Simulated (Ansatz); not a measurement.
Run this with Ansatz's Python interface and show what comes out.

Contents of `c2h2alf.xyz`:
```text
6

F    -1.74870   -1.82490    1.24420
Al   -0.65250   -0.64450    0.43840
C     0.93620    0.02150   -0.07300
C    -0.06360    0.81750   -0.53600
H     2.04570   -0.12370   -0.02960
H    -0.47510    1.69010   -1.09020
```

Script `run_md.py`:
```python
"""Molecular dynamics of one C2H2AlF molecule."""

import warnings

import ansatz as az
import numpy as np


def main() -> None:
    warnings.simplefilter("ignore", az.DeckWarning)

    molecule = az.Crystal.molecule_from_extxyz("c2h2alf.xyz")

    model = molecule.calculation()
    model = model.basis(gaussian="6-31G")
    model = model.functional("B3LYP", dispersion="d4")
    symbols = [site.symbol for site in molecule.cartesian_sites]
    start = np.array([site.position_ang for site in molecule.cartesian_sites], dtype=float)
    summary = model.relax(force_tolerance=0.02, max_steps=100).run(threads=1).report
    end = np.array(summary["positions_ang"])
    minimum = az.Crystal.molecule()
    for symbol, place in zip(symbols, end):
        minimum = minimum.atom(symbol, place.tolist())

    # dynamics from the relaxed geometry
    model = (
        minimum.calculation()
        .basis(gaussian="6-31G")
        .functional("B3LYP", dispersion="d4")
        .md("nve", timestep=0.5, steps=30, temperature=500, initial_velocities="maxwell_boltzmann", seed=81)
    )
    frames = []
    result = model.session().plan().execute(on_event=lambda e: frames.append(e["data"]) if e["event"] == "md_step" else None)
    print("t (fs)   E_pot (eV)      E_kin (eV)   T (K)   d(0-1) (A)")
    for f in frames[::3]:
        xyz = np.array(f["positions_ang"])
        print(f"{f['time_fs']:6.2f} {f['lagrangian_ev']:14.5f} {f['e_kin_ev']:10.5f} {f['temperature_k']:8.1f} {np.linalg.norm(xyz[0] - xyz[1]):9.4f}")
    kept = np.array([f["conserved_ev"] for f in frames])
    print(f"conserved energy moves by at most {1000 * np.ptp(kept):.3f} meV")


if __name__ == "__main__":
    main()
```

Output of `python run_md.py`:
```text
t (fs)   E_pot (eV)      E_kin (eV)   T (K)   d(0-1) (A)
  0.00   -11418.26915    0.25852    500.0    1.6990
  1.50   -11418.23579    0.22556    436.3    1.7009
  3.00   -11418.18280    0.17293    334.5    1.7029
  4.50   -11418.15372    0.14357    277.7    1.7049
  6.00   -11418.12083    0.11066    214.0    1.7067
  7.50   -11418.08601    0.07635    147.7    1.7083
  9.00   -11418.10599    0.09616    186.0    1.7098
 10.50   -11418.15911    0.14864    287.5    1.7110
 12.00   -11418.17207    0.16183    313.0    1.7118
 13.50   -11418.16643    0.15648    302.6    1.7123
 15.00   -11418.17646    0.16618    321.4    1.7124
conserved energy moves by at most 1.043 meV
```

Notes:
- Total energies depend on the basis set; only differences at equal settings carry meaning.
- The trajectory is only some femtoseconds long, so its temperature is not equilibrated; where the script doesn't relax first, it starts from a rough generated geometry.
- b3lyp holds the VWN-RPA fit, as in Gaussian; the form of ORCA and Turbomole is b3lyp5.
- The temperature counts the internal degrees of freedom alone.
- Wall time of the script: 58 s on 1 thread of Arm Neoverse V1, on a shared host, peak memory 0.2 GiB.
